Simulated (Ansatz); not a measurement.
# C₈H₁₂Sn: a ladder of functionals and wavefunction methods

An exercise on one series of results from a longer session: the logs are not shown, and one member is left open.

Program: Ansatz 0.2.0, Gaussian basis. Level of theory: functionals in def2-TZVPP, the program's frozen cores in correlated methods. These are calculated values, not measurements.

Plan: LDA (SPW92), PBE-D4, revPBE-D4, BLYP-D4, r2SCAN-D4, B97M-V, PBE0-D4, B3LYP-D4, r2SCANh-D4, r2SCAN0-D4, HSE06-D4, BHLYP-D4, CAM-B3LYP-D4, LC-ωPBE, ωB97X-V, ωB97M-V, B2PLYP, PBE-QIDH; CCSD(T)/def2-SVP; CCSD(T)/def2-TZVPP; MP2/def2-QZVPP; extrapolation to the limit; RPA on PBE.

## Structure used throughout

All runs share one geometry, relaxed beforehand with PBE0-D4 in a triple-zeta def2 set. Sn takes the def2 core potential; no spin-orbit term is included.

21 atoms, charge 0, spin multiplicity 1.

Atoms are counted from 1 here; the program's logs count them from 0.

Bond lengths: C1–C2 1.328 Å, C1–H10 1.087 Å, C1–H11 1.088 Å, C2–Sn3 2.131 Å, C2–H12 1.088 Å, Sn3–C4 2.131 Å, Sn3–C6 2.131 Å, Sn3–C8 2.131 Å, C4–C5 1.329 Å, C4–H13 1.088 Å, C5–H14 1.088 Å, C5–H15 1.087 Å, C6–C7 1.328 Å, C6–H16 1.088 Å, C7–H17 1.087 Å, C7–H18 1.088 Å, C8–C9 1.328 Å, C8–H19 1.088 Å and more. Angles: C2–C1–H10 122.0°, C2–C1–H11 122.0°, H10–C1–H11 116.0°, C1–C2–Sn3 122.2°, C1–C2–H12 118.7°, Sn3–C2–H12 119.1°, C2–Sn3–C4 107.9°, C2–Sn3–C6 111.0°, C2–Sn3–C8 110.2°, C4–Sn3–C6 108.6°, C4–Sn3–C8 111.1°, C6–Sn3–C8 107.9°, Sn3–C4–C5 122.9°, Sn3–C4–H13 118.6°, C5–C4–H13 118.5°, C4–C5–H14 122.0°, C4–C5–H15 122.2°, H14–C5–H15 115.8° and more.

The first run:

Input file in.yaml:

```yaml
crystal:
  periodic: [false, false, false]
  atoms:
    - {symbol: C, position_ang: [1.699978, -1.769667, -2.063030]}
    - {symbol: C, position_ang: [1.593107, -1.601217, -0.749979]}
    - {symbol: Sn, position_ang: [0.383957, -0.067742, 0.102268]}
    - {symbol: C, position_ang: [-0.300236, 1.184088, -1.480414]}
    - {symbol: C, position_ang: [-1.416788, 0.944643, -2.159360]}
    - {symbol: C, position_ang: [-1.310080, -0.892930, 1.096991]}
    - {symbol: C, position_ang: [-2.473860, -0.258757, 1.188259]}
    - {symbol: C, position_ang: [1.505794, 1.046150, 1.530596]}
    - {symbol: C, position_ang: [1.053418, 1.281491, 2.756930]}
    - {symbol: H, position_ang: [1.173837, -1.133104, -2.770220]}
    - {symbol: H, position_ang: [2.317872, -2.553564, -2.496063]}
    - {symbol: H, position_ang: [2.145118, -2.268225, -0.090284]}
    - {symbol: H, position_ang: [0.293355, 2.055739, -1.749354]}
    - {symbol: H, position_ang: [-1.748392, 1.591162, -2.969378]}
    - {symbol: H, position_ang: [-2.058534, 0.095541, -1.939091]}
    - {symbol: H, position_ang: [-1.217221, -1.875258, 1.556248]}
    - {symbol: H, position_ang: [-2.635730, 0.721692, 0.747981]}
    - {symbol: H, position_ang: [-3.327229, -0.692396, 1.705747]}
    - {symbol: H, position_ang: [2.483594, 1.433684, 1.250475]}
    - {symbol: H, position_ang: [0.085406, 0.918486, 3.093492]}
    - {symbol: H, position_ang: [1.627834, 1.850786, 3.484783]}
basis:
  gaussian: {orbitals: def2-TZVPP}
hamiltonian: {xc: lda}
output: {orbitals: {seedname: orbitals}}
```

Command:

```sh
> ansatz run in.yaml --threads 4 --pin off --events-out ev --progress --plain --max-ram 66560MiB --backend cuda --devices 0, --max-vram 37GiB
```

Among the steps run: LDA; PBE-D4 (GGA); revPBE-D4 (GGA); BLYP-D4 (GGA); r2SCAN-D4 (meta-GGA); B97M-V (meta-GGA); PBE0-D4 (hybrid); B3LYP-D4 (hybrid); r2SCANh-D4 (hybrid); r2SCAN0-D4 (hybrid); HSE06-D4 (hybrid); BHLYP-D4 (hybrid); CAM-B3LYP-D4 (range-separated); LC-ωPBE (range-separated); ωB97X-V (range-separated); ωB97M-V (range-separated); B2PLYP (double hybrid); PBE-QIDH (double hybrid).

One table of the session follows, with a row left open; its other results are not shown here.

It belongs to the step «Orbital energies across the functionals». 

| functional | HOMO (eV) | gap (eV) |
| --- | --- | --- |
| LDA (SPW92) | -6.44 | 4.81 |
| PBE-D4 | -6.30 | 4.92 |
| revPBE-D4 | -6.24 | 4.96 |
| BLYP-D4 | -6.15 | 4.92 |
| r2SCAN-D4 | -6.50 | 5.32 |
| B97M-V | -6.55 | 5.41 |
| PBE0-D4 | -7.43 | 7.02 |
| B3LYP-D4 | -7.22 | 6.60 |
| r2SCANh-D4 | ? | ? |
| r2SCAN0-D4 | -7.57 | 7.26 |
| HSE06-D4 | -7.03 | 6.25 |
| BHLYP-D4 | -8.43 | 9.07 |
| CAM-B3LYP-D4 | -8.73 | 9.43 |
| LC-ωPBE | -10.06 | 11.90 |
| ωB97X-V | -9.70 | 11.44 |
| ωB97M-V | -9.59 | 11.15 |

Q: Estimate the row for r2SCANh-D4 from the others.

Worked estimate for «HOMO (eV)». Against the share of exact exchange, r2SCAN-D4 (0, -6.50), r2SCAN0-D4 (0.25, -7.57) give a slope of -4.28 per unit share; at 0.1 the line stands at -6.93.

**Answer.** HOMO (eV): -6.93; gap (eV): 6.10. In «HOMO (eV)» the line misses by 0.00.
